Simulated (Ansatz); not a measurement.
# LiBe (Pm-3m) in Ansatz: convergence with wavefunction cutoff

Aim: find how far wavefunction cutoff must go before the results for LiBe settle, at PBE. This setting moves, with any that are tied to it; all else stays.

All numbers are computed with Ansatz 0.2.0; they aren't measurements. Logs are shortened: lines on timing, memory, paths and dates and some standing lists are left out, and cuts for length are marked.

**1. Starting point**

It takes space group Pm-3m (No. 221, cubic). Conventional cell: a = 2.811 Å, b = 2.811 Å, c = 2.811 Å, α = 90.00°, β = 90.00°, γ = 90.00°. Be (site symmetry m-3m) is surrounded by 8 Li at 2.43 Å. Around Li (site symmetry m-3m) lie 8 Be at 2.43 Å.

The cell comes from a database or a generator and needn't be the stable form of this composition.

**2. With wavefunction cutoff 200 eV**

The input, input.yaml:

```yaml
crystal:
  lattice:
    - [2.811153, 0.0, 0.0]
    - [0.0, 2.811153, 0.0]
    - [0.0, 0.0, 2.811153]
  atoms:
    - { symbol: Be, position: [0.5, 0.5, 0.5] }
    - { symbol: Li, position: [0.0, 0.0, 0.0] }
hamiltonian:
  xc: pbe
  pseudopotentials: { kind: paw }
kpoints:
  mp_grid: { grid: [8, 8, 8] }
scf:
  occupations: { method: fermi_dirac, width: 0.05 }
output:
  forces: true
  stress: true
  eigenvalues: true
basis:
  ecutwfc: "200 eV"
```

Potentials or basis: Ansatz PAW.

Command:

```console
> ansatz run input.yaml --threads 2 --pin off --max-ram 5632MiB --backend cpu --events-out ev --progress --plain --runs-dir out
```

Wall time 0.26 s (2 threads of Arm Neoverse V2, shared host); peak memory 0.23 GiB.

What came out:

| Item | Value |
| --- | --- |
| Free energy | -296.3624 eV |
| Pressure | 1.1 GPa |
| Band gap on the k mesh | none (metal or under the smearing width) |

**3. With wavefunction cutoff 250 eV**

Changes to input.yaml since step 2:

```diff
@@ -20,2 +20,2 @@
 basis:
-  ecutwfc: "200 eV"
+  ecutwfc: "250 eV"
```

Potentials or basis: Ansatz PAW.

Command:

```console
> ansatz run input.yaml --threads 2 --pin off --max-ram 5632MiB --backend cpu --events-out ev --progress --plain --runs-dir out
```

It took 0.27 s on 2 threads of Arm Neoverse V2, shared host; peak memory 0.23 GiB.

What came out:

* Free energy: -296.6551 eV
* Pressure: 0.6 GPa
* Band gap on the k mesh: none (metal or under the smearing width)

**4. With wavefunction cutoff 300 eV**

Changes to input.yaml since step 3:

```diff
@@ -20,2 +20,2 @@
 basis:
-  ecutwfc: "250 eV"
+  ecutwfc: "300 eV"
```

Command:

```console
> ansatz run input.yaml --threads 2 --pin off --max-ram 5632MiB --backend cpu --events-out ev --progress --plain --runs-dir out
```

It took 0.27 s on 2 threads of Arm Neoverse V2, shared host; peak memory 0.23 GiB.

What came out:

| Item | Value |
| --- | --- |
| Free energy | -296.7043 eV |
| Pressure | 0.4 GPa |
| Band gap on the k mesh | none (metal or under the smearing width) |

**5. With wavefunction cutoff 350 eV**

Changes to input.yaml since step 4:

```diff
@@ -20,2 +20,2 @@
 basis:
-  ecutwfc: "300 eV"
+  ecutwfc: "350 eV"
```

Command:

```console
> ansatz run input.yaml --threads 2 --pin off --max-ram 5632MiB --backend cpu --events-out ev --progress --plain --runs-dir out
```

Run time: 0.31 s. Hardware: 2 threads of Arm Neoverse V2, shared host; peak memory 0.23 GiB.

Results:

| Item | Value |
| --- | --- |
| Free energy | -296.7121 eV |
| Pressure | 0.4 GPa |
| Band gap on the k mesh | none (metal or under the smearing width) |

**6. With wavefunction cutoff 400 eV**

Changes to input.yaml since step 5:

```diff
@@ -20,2 +20,2 @@
 basis:
-  ecutwfc: "350 eV"
+  ecutwfc: "400 eV"
```

Potentials or basis: Ansatz PAW.

Command:

```console
> ansatz run input.yaml --threads 2 --pin off --max-ram 5632MiB --backend cpu --events-out ev --progress --plain --runs-dir out
```

Run time: 0.35 s. Hardware: 2 threads of Arm Neoverse V2, shared host; peak memory 0.24 GiB.

Results (log left out):

- Free energy: -296.7135 eV
- Pressure: 0.4 GPa
- Band gap on the k mesh: none (metal or under the smearing width)

**7. With wavefunction cutoff 450 eV**

Changes to input.yaml since step 6:

```diff
@@ -20,2 +20,2 @@
 basis:
-  ecutwfc: "400 eV"
+  ecutwfc: "450 eV"
```

Command:

```console
> ansatz run input.yaml --threads 2 --pin off --max-ram 5632MiB --backend cpu --events-out ev --progress --plain --runs-dir out
```

Wall time 0.35 s (2 threads of Arm Neoverse V2, shared host); peak memory 0.24 GiB.

Results (log left out):

```
Free energy            : -296.7139 eV
Pressure               : 0.4 GPa
Band gap on the k mesh : none (metal or under the smearing width)
```

**8. With wavefunction cutoff 500 eV**

Changes to input.yaml since step 7:

```diff
@@ -20,2 +20,2 @@
 basis:
-  ecutwfc: "450 eV"
+  ecutwfc: "500 eV"
```

Command:

```console
> ansatz run input.yaml --threads 2 --pin off --max-ram 5632MiB --backend cpu --events-out ev --progress --plain --runs-dir out
```

It took 0.41 s on 2 threads of Arm Neoverse V2, shared host; peak memory 0.25 GiB.

The run converged. Its results:

* Free energy: -296.7141 eV
* Pressure: 0.4 GPa
* Band gap on the k mesh: none (metal or under the smearing width)

**9. With wavefunction cutoff 600 eV**

Changes to input.yaml since step 8:

```diff
@@ -20,2 +20,2 @@
 basis:
-  ecutwfc: "500 eV"
+  ecutwfc: "600 eV"
```

Potentials or basis: Ansatz PAW.

Command:

```console
> ansatz run input.yaml --threads 2 --pin off --max-ram 5632MiB --backend cpu --events-out ev --progress --plain --runs-dir out
```

Run time: 0.43 s. Hardware: 2 threads of Arm Neoverse V2, shared host; peak memory 0.25 GiB.

The run converged. Its results:

| Item | Value |
| --- | --- |
| Free energy | -296.7142 eV |
| Pressure | 0.4 GPa |
| Band gap on the k mesh | none (metal or under the smearing width) |

**10. With wavefunction cutoff 800 eV**

Changes to input.yaml since step 9:

```diff
@@ -20,2 +20,2 @@
 basis:
-  ecutwfc: "600 eV"
+  ecutwfc: "800 eV"
```

Potentials or basis: Ansatz PAW.

Command:

```console
> ansatz run input.yaml --threads 2 --pin off --max-ram 5632MiB --backend cpu --events-out ev --progress --plain --runs-dir out
```

The program printed:

```text
Warning: RAYON_NUM_THREADS=2 ignored (pool sized by the plan → 2); use --threads N
Engine: ansatz 0.2.0, aarch64-unknown-linux-gnu
Pseudopotentials: kind: paw
Pseudopotential: Be, paw, valence charge 2, recommended cutoff 420 eV (normal), Be.paw.azcp
Pseudopotential: Li, paw, valence charge 3, recommended cutoff 420 eV (normal), Li.paw.azcp
Functional definition: PBE
  parameter kappa = 0.804
  parameter beta = 0.06672455060314922
  exchange = pbe_x(kappa = kappa, mu = beta*pi^2/3)
  correlation = pbe_c(beta = beta)
Crystal: 2 atoms, lattice volume = 22.215 Å³
Basis set: ecut = 800 eV, 1189 PW (Γ), exchange–correlation on 54×54×54 points (8 copies of the dense FFT grid, shifted against one another)
Bands: 7, of which v1, the nominal top of the filled ones, is band 3 counted from 1 (2 counted from 0)
Symmetry: 48 space group operations
Space group: Pm-3m (ITA 221), of the structure as read, at distance tolerance 2.8e-5 Å
k-points: 35 of 512
Non-local potential: Be, projectors of the file, l = 0: 2, l = 1: 2, l = 2: 1
Non-local potential: Li, projectors of the file, l = 0: 3, l = 1: 2, l = 2: 1
PAW form: soft (Blöchl's): semilocal exchange-correlation on the pseudo side does not see the compensation charge
PAW one-centre angular grid: Be, 110 points (default); XC on 64 Gauss nodes
PAW one-centre angular grid: Li, 110 points (default); XC on 64 Gauss nodes
Initial density: superposition of atomic densities (neutral atoms: chi_scale 0, normalization atom), corrected by the library's trained network
Initial wavefunctions: pseudopotential atomic-orbital guess
Functional: x = pbe(κ = 0.804, μ = 0.2195149727645171), c = pbe(β = 0.06672455060314922)
SCF iter   1: F=—  HF=-296.714478 eV  |F-HF|=—  |Δ(HF+E_count)|=         —  Δρ=9.62e-4  dr2=2.48e-4  ethr=1.77e-3  ⟨swp⟩=5.1  Hψ=2026  notcnv=0
preconditioner: auto → none  [insulator: Δε(μ)=0.253 eV  Ē_g=10.471 eV  σ=0.050 eV  W_gap=0.64  n_scr=0 (ndim 8)  ℏωp=13.6 eV  f_vac=0.000  D(μ)=1.35/eV (n_scr^D=18)  ε∞_Penn≈2.7]
SCF iter   2: F=—  HF=-296.714352 eV  |F-HF|=—  |Δ(HF+E_count)|=   1.25e-4  Δρ=4.11e-4  dr2=4.04e-5  ethr=4.96e-6  ⟨swp⟩=1.0  Hψ=525  notcnv=0
SCF iter   3: F=—  HF=-296.714337 eV  |F-HF|=—  |Δ(HF+E_count)|=   1.50e-5  Δρ=4.81e-5  dr2=3.45e-7  ethr=8.08e-7  ⟨swp⟩=2.5  Hψ=306  notcnv=0
iter 4 did not close the SCF: its close was put off for the readings that it lacked (scf_convergence_deferred on its scf_iter line)
SCF iter   4: F=-296.714338 eV  HF=-296.714338 eV  |F-HF|=1.13e-10  |Δ(HF+E_count)|=   2.11e-7  Δρ=3.23e-6  dr2=2.29e-9  ethr=6.90e-9  ⟨swp⟩=2.0  Hψ=315  notcnv=0
iter 5 did not close the SCF: its close was put off for the readings that it lacked (scf_convergence_deferred on its scf_iter line)
SCF iter   5: F=-296.714338 eV  HF=-296.714338 eV  |F-HF|=5.06e-12  |Δ(HF+E_count)|=  1.58e-10  Δρ=3.34e-7  dr2=1.09e-11  ethr=4.59e-11  ⟨swp⟩=2.4  Hψ=312  notcnv=0
SCF iter   6: F=-296.714338 eV  HF=-296.714338 eV  |F-HF|=5.68e-14  |Δ(HF+E_count)|=  6.08e-12  Δρ=6.91e-9  dr2=4.94e-15  ethr=1.00e-12  ⟨swp⟩=1.7  Hψ=717  notcnv=0
SCF 1 converged in 6 iterations: F = -296.714338 eV  dr2 = 4.94e-15
SCF converged after 6 iterations
Free energy (F): -296.714338 eV
Harris-Foulkes:  -296.714338 eV  (|F-HF|=5.68e-14)
Internal energy: -296.704152 eV  (E = F + TS)
E sigma→0 (E₀):  -296.709245 eV
Entropy (-TS):   -0.010185 eV (-5.093 meV/atom)
Fermi energy:    3.462868 eV
--- Per-component energies (eV) ---
  E_band       = -78.556855
  E_kinetic    = 40.216927
  E_local      = -116.072008  (includes V_loc(G=0)·N_el)
  E_nonlocal   = -28.219065
  E_hartree    = 36.308483
  E_xc         = -29.234000
  E_vxc        = -33.010983  (∫ρ·V_xc dr)
  E_paw        = -80.589618  (= ΣΔE_a)
  E_vpaw       = -14.088672  (= ΣTr[D̂ρ^β])
  E_aug_tail   = -0.000020  (compensation charges beyond the density's cutoff)
  E_ewald      = -119.114850
  E_smearing   = -0.010185  (= −TS)
  E_closure    = 0.000000  (closes the sum)
  Σ components = -296.714338   (vs F -296.714338, Δ=0.00e0)
--- Forces (eV/Å), atoms counted from 1 ---
  atom   1  Be     0.00000000    -0.00000000     0.00000000
  atom   2  Li    -0.00000000     0.00000000     0.00000000
  max |Σ_I F_I| component: 2.67e-32 eV/Å
--- Stress (GPa, compression-positive) ---
        0.354995       0.000000       0.000000
        0.000000       0.354995       0.000000
        0.000000       0.000000       0.354995
  P = ⅓ Tr σ = 0.3550 GPa (3.550 kbar)
--- Band table (eV; the first three rows and the last of 35) ---
  k-point 0: bands = ["-40.9637", "-2.8503", "9.8349", "9.8349", "9.8349", "14.3771", "14.3771"]
  k-point 1: bands = ["-40.9609", "-2.6498", "7.8962", "10.0889", "10.0889", "14.6705", "16.6606"]
  k-point 2: bands = ["-40.9540", "-2.0484", "5.1272", "10.8241", "10.8241", "15.5477", "19.4569"]
  k-point 34: bands = ["-40.9090", "6.0561", "6.0561", "6.0561", "8.6675", "8.6675", "8.6675"]
```

Wall time 0.59 s (2 threads of Arm Neoverse V2, shared host); peak memory 0.27 GiB.

Results:

- Free energy: -296.7143 eV
- Pressure: 0.4 GPa
- Band gap on the k mesh: none (metal or under the smearing width)

**11. Result**

```tsv
wavefunction cutoff	energy less the tightest run, at zero smearing (meV/atom)	pressure (GPa)	SCF cycles	CPU time (s)	peak memory (GiB)
200 eV	175.95	1.11	6	0.41	0.23
250 eV	29.63	0.59	6	0.42	0.23
300 eV	5.01	0.35	6	0.43	0.23
350 eV	1.11	0.35	6	0.51	0.23
400 eV	0.41	0.35	6	0.56	0.24
450 eV	0.20	0.35	6	0.57	0.24
500 eV	0.12	0.35	6	0.69	0.25
600 eV	0.06	0.35	6	0.73	0.25
800 eV	0.00	0.35	6	1	0.27
```

Against the tightest run, the energy stays within 1 meV/atom from 400 eV on; the pressure stays within 0.1 GPa from 300 eV on. The tightest run that finished is the yardstick and may itself not be fully converged.
